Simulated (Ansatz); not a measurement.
**Hf2Pd2Se2Br2O3 in Ansatz: the effect of functional**

Crystal: Hf2Pd2Se2Br2O3.

```xyz
11
Lattice="-1.8923 2.6721 12.2842 1.8923 -2.6721 12.2842 1.8923 2.6721 -12.2842" Properties=species:S:1:pos:R:3 pbc="T T T"
Hf    0.0000    0.0000   22.6263
Hf    0.0000    0.0000    1.9421
Pd    0.0000    0.0000   16.7881
Pd    0.0000    0.0000    7.7803
Se    0.0000    2.6721    2.8934
Se    1.8923    0.0000    9.3908
Br    0.0000    0.0000   19.3256
Br    0.0000    0.0000    5.2429
O     0.0000    2.6721    9.8571
O     1.8923    0.0000    2.4271
O     0.0000    0.0000    0.0000
```

The cell was built by a generator and needn't be a form met in nature.

Alike in all runs:

* Program: Ansatz 0.2.0
* Task: single point
* Potentials or basis: Ansatz PAW
* k mesh: 4 × 4 × 4
* Occupations: fermi-dirac, width 0.05 eV
* Spin: no spin polarisation

| functional | cutoff | gap on the mesh (eV) | pressure (GPa) | largest force (eV/Å) |
| --- | --- | --- | --- | --- |
| PBE0 | 420 eV (not typed: the program's choice for these potentials) | 1.13 | -1.9 | 0.31 |
| HSE03 | 420 eV (not typed: the program's choice for these potentials) | ? | ? | ? |
| B3LYP | 420 eV (not typed: the program's choice for these potentials) | 0.86 | 1.3 | 0.23 |
| r2SCAN0 | 500 eV (not typed: the program's choice for these potentials) | 1.23 | -2.9 | 0.41 |

Problem. What does the run with functional HSE03 give?

Solution. gap on the mesh 0.34 eV; pressure -1.8 GPa; largest force 0.31 eV/Å.

Caveats: all runs use coarse meshes; spin-orbit coupling is left out, which moves the levels of the heavy elements; the PAW data sets come from PBE, with cores solved anew for the run's functional, which leaves a small shift of forces and pressure; the thresholds are loose for stress.

A k mesh can miss the band edges.
